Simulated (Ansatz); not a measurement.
# CHBO₂S: how energies converge with the basis set

One table from this session's results is given with a row withheld; the runs are named, their logs left out.

Program: Ansatz 0.2.0, Gaussian basis. Level of theory: one geometry, several basis sets. These are calculated values, not measurements.

Levels to be run: PBE0-D4/def2-SVP; ωB97M-V/def2-SVP; PBE0-D4/def2-QZVPP; ωB97M-V/def2-QZVPP; the functionals' def2-TZVPP values are taken from earlier runs.

## Structure used throughout

The geometry comes from an earlier relaxation with PBE0-D4 in a triple-zeta def2 set; it is a stationary point.

6 atoms, charge 0, spin multiplicity 1.

Atoms are counted from 1 here; the program's logs count them from 0.

Bond lengths: O1–C2 1.122 Å, O3–B4 1.206 Å, B4–S5 1.765 Å, S5–H6 1.347 Å. Angles: O3–B4–S5 179.5°, B4–S5–H6 92.6°.

Set-up of the first run:

The input, in.yaml:

```yaml
crystal:
  periodic: [false, false, false]
  atoms:
    - {symbol: O, position_ang: [1.622709, -2.408538, 1.254376]}
    - {symbol: C, position_ang: [1.342609, -1.371234, 0.930806]}
    - {symbol: O, position_ang: [-1.514539, -0.723506, -0.697132]}
    - {symbol: B, position_ang: [-0.839711, 0.256917, -0.503007]}
    - {symbol: S, position_ang: [0.157363, 1.683484, -0.212547]}
    - {symbol: H, position_ang: [-0.726431, 2.498777, -0.818696]}
basis:
  gaussian: {orbitals: def2-SVP}
hamiltonian: {xc: pbe0, dispersion: d4}
output: {orbitals: {seedname: orbitals}}
```

On the command line:

```
$ ansatz run in.yaml --threads 2 --pin off --events-out ev --progress --plain --max-ram 4352MiB
```

Among the steps run: PBE0-D4 in def2-SVP; ωB97M-V in def2-SVP; PBE0-D4 in def2-QZVPP; ωB97M-V in def2-QZVPP.

One table of the session follows, with a row left open; its other results are not shown here.

| functional | basis | HOMO (eV) |
| --- | --- | --- |
| PBE0-D4 | def2-SVP | -8.36 |
| PBE0-D4 | def2-TZVPP | ? |
| PBE0-D4 | def2-QZVPP | -8.55 |
| ωB97M-V | def2-SVP | -10.52 |
| ωB97M-V | def2-TZVPP | -10.73 |
| ωB97M-V | def2-QZVPP | -10.76 |

Estimate the missing values for PBE0-D4, def2-TZVPP.

**Answer.** HOMO (eV): -8.53. In the column «HOMO (eV)» it lies between PBE0-D4, def2-QZVPP (-8.55) and PBE0-D4, def2-SVP (-8.36).
